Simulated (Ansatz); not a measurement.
# C2H5FSi (SMILES F/C=C/[SiH3]) at wB97M-V/cc-pVDZ

What is the vertical ionisation energy of C2H5FSi at wB97M-V/cc-pVDZ? 

The results are computed with Ansatz 0.2.0.

91 further runs of the same task are left out: 91 set aside as unsound or not needed.

## Step 1: The structure to begin with

C2H5FSi: 9 atoms, total charge 0, spin state singlet. As SMILES, `F/C=C/[SiH3]`. Geometry: relaxed at PBE0-D4/def2-TZVP.

Bond lengths: F1–C2 1.336 Å, C2–C3 1.322 Å, C3–Si4 1.852 Å, C2–H5 1.086 Å, C3–H6 1.087 Å, Si4–H7 1.487 Å, Si4–H8 1.487 Å, Si4–H9 1.487 Å. Some angles: F1–C2–C3 122.8°, C2–C3–Si4 121.1°, F1–C2–H5 111.4°, C3–C2–H5 125.9°, C2–C3–H6 117.6°, Si4–C3–H6 121.3°, C3–Si4–H7 110.8°, C3–Si4–H8 110.8°, C3–Si4–H9 108.6°, H7–Si4–H8 107.9°.

## Step 2: The energy at wB97M-V/cc-pVDZ

job.yaml reads:

```yaml
crystal:
  periodic: [false, false, false]
  atoms:
    - {symbol: F, position_ang: [-1.259900, 2.360900, 0.506400]}
    - {symbol: C, position_ang: [-0.578300, 1.355000, -0.048000]}
    - {symbol: C, position_ang: [-0.336700, 0.219900, 0.584900]}
    - {symbol: Si, position_ang: [0.614100, -1.145000, -0.228900]}
    - {symbol: H, position_ang: [-0.264200, 1.599600, -1.058100]}
    - {symbol: H, position_ang: [-0.716100, 0.118100, 1.598600]}
    - {symbol: H, position_ang: [1.843700, -1.465600, 0.542800]}
    - {symbol: H, position_ang: [-0.206700, -2.381600, -0.316300]}
    - {symbol: H, position_ang: [0.992500, -0.707600, -1.598500]}
basis:
  gaussian: {orbitals: cc-pVDZ}
hamiltonian: {xc: {name: wB97M-V}}
output: {orbitals: {seedname: orbitals}}
accuracy: high
```

Command:

```sh
$ ansatz run job.yaml --threads 1 --pin off --max-ram 3480MiB --events-out events.jsonl --progress --plain --runs-dir runs
```

Log:

```text
Warning: RAYON_NUM_THREADS=1 ignored (pool sized by the plan → 1); use --threads N
Functional definition: wB97M-V
  name "wB97M-V"
  parameter omega = 0.3/bohr
  parameter cx = 0.15
  parameter cx01 = 1.007
  parameter cx10 = 0.259
  parameter css00 = 0.443
  parameter css04 = -1.437
  parameter css10 = -4.535
  parameter css20 = -3.390
  parameter css43 = 4.278
  parameter cos00 = 1.000
  parameter cos10 = 1.358
  parameter cos20 = 2.924
  parameter cos21 = -8.812
  parameter cos60 = -1.390
  parameter cos61 = 9.142
  parameter b = 6.0
  parameter c = 0.01
  gx(w, u) = 1 - cx + cx01*u + cx10*w
  gss(w, u) = css00 + css04*u^4 + css10*w + css20*w^2 + css43*w^4*u^3
  gos(w, u) = cos00 + cos10*w + (cos20 + cos21*u)*w^2 + (cos60 + cos61*u)*w^6
  exchange = spin_sum(e_x_unif_sr(omega)*gx(b97_w, b97_u_x)) + cx*exact_x_sr(omega) + exact_x_lr(omega)
  correlation = spin_sum(e_c_pw_mod_same_spin*gss(b97_w, b97_u_same))
      + integral(e_c_pw_mod_opposite_spin*gos(b97_w_opposite, b97_u_opposite)) + vv10(b, c)
1988 factors; integrals over basis functions are off by at most 3.8e-9 eV
368 factors; integrals over basis functions are off by at most 1.8e-9 eV
mean field evaluation 1: about -12744.4660 eV, gradient 3.0e1 eV
mean field evaluation 2: about -12745.2868 eV, gradient 2.3e1 eV
mean field evaluation 4: about -12746.4547 eV, gradient 1.3e0 eV
mean field evaluation 8: about -12746.5756 eV, gradient 1.6e-1 eV
mean field evaluation 16: about -12746.5756 eV, gradient 4.1e-5 eV
mean field -12746.57564645 eV, -468.4280150678 hartree, gradient 5.3e-8 eV, S^2 0.000000; 0 other end points of the search recorded, 0 dependent functions left out
reference -12746.57565066 eV, -468.4280152225 hartree; 20, 20 occupied and 65, 65 virtual orbitals, 1988 factors
Total energy: -12746.57565066 eV, -468.4280152225 hartree
```

Wall time 64 s (1 thread of Arm Neoverse V2, shared host); peak memory 0.53 GiB.

## Step 3: The doublet cation at the same level

molecule.yaml reads:

```yaml
crystal:
  periodic: [false, false, false]
  atoms:
    - {symbol: F, position_ang: [-1.259900, 2.360900, 0.506400]}
    - {symbol: C, position_ang: [-0.578300, 1.355000, -0.048000]}
    - {symbol: C, position_ang: [-0.336700, 0.219900, 0.584900]}
    - {symbol: Si, position_ang: [0.614100, -1.145000, -0.228900]}
    - {symbol: H, position_ang: [-0.264200, 1.599600, -1.058100]}
    - {symbol: H, position_ang: [-0.716100, 0.118100, 1.598600]}
    - {symbol: H, position_ang: [1.843700, -1.465600, 0.542800]}
    - {symbol: H, position_ang: [-0.206700, -2.381600, -0.316300]}
    - {symbol: H, position_ang: [0.992500, -0.707600, -1.598500]}
basis:
  gaussian:
    orbitals: cc-pVDZ
accuracy: high
output:
  orbitals: {seedname: orbitals}
total_charge: 1
magnetization:
  spin_polarized: true
  initial_magnetization: 1
hamiltonian:
  xc: {name: wB97M-V}
```

Command:

```sh
$ ansatz run molecule.yaml --threads 1 --pin off --max-ram 3480MiB --events-out events.jsonl --progress --plain --runs-dir runs
```

Log, cut to the lines that bear on the results:

```text
Warning: RAYON_NUM_THREADS=1 ignored (pool sized by the plan → 1); use --threads N
Functional definition: wB97M-V
  name "wB97M-V"
[...]
  gx(w, u) = 1 - cx + cx01*u + cx10*w
  gss(w, u) = css00 + css04*u^4 + css10*w + css20*w^2 + css43*w^4*u^3
  gos(w, u) = cos00 + cos10*w + (cos20 + cos21*u)*w^2 + (cos60 + cos61*u)*w^6
[...]
      + integral(e_c_pw_mod_opposite_spin*gos(b97_w_opposite, b97_u_opposite)) + vv10(b, c)
1987 factors; integrals over basis functions are off by at most 3.8e-9 eV
368 factors; integrals over basis functions are off by at most 1.8e-9 eV
[...]
mean field -12736.55016878 eV, -468.0595855588 hartree, gradient 5.4e-8 eV, S^2 0.754006; 0 other end points of the search recorded, 0 dependent functions left out
reference -12736.55017289 eV, -468.0595857100 hartree; 20, 19 occupied and 65, 66 virtual orbitals, 1987 factors
Total energy: -12736.55017289 eV, -468.0595857100 hartree
```

Wall time 2 min (1 thread of Arm Neoverse V2, shared host); peak memory 0.97 GiB.

## Step 4: Outcome

At wB97M-V/cc-pVDZ:

| quantity | value |
| --- | --- |
| singlet C2H5FSi: total energy | -468.42802 Eh |
| singlet C2H5FSi: HOMO energy | -9.88 eV |
| singlet C2H5FSi: LUMO energy | 2.21 eV |
| singlet C2H5FSi: HOMO–LUMO gap | 12.09 eV |
| doublet cation: total energy | -468.05959 Eh |
| doublet cation: HOMO energy (highest over α and β) | -17.06 eV |
| doublet cation: LUMO energy (lowest over α and β) | -10.14 eV |
| doublet cation: ⟨S²⟩ | 0.754 |
| vertical ionisation energy (to the doublet cation) | 10.025 eV |

What this shows: Removing an electron at fixed nuclei costs 10.03 eV (231 kcal/mol). The negative HOMO energy of the first species, 9.88 eV, lies 0.14 eV below that difference.
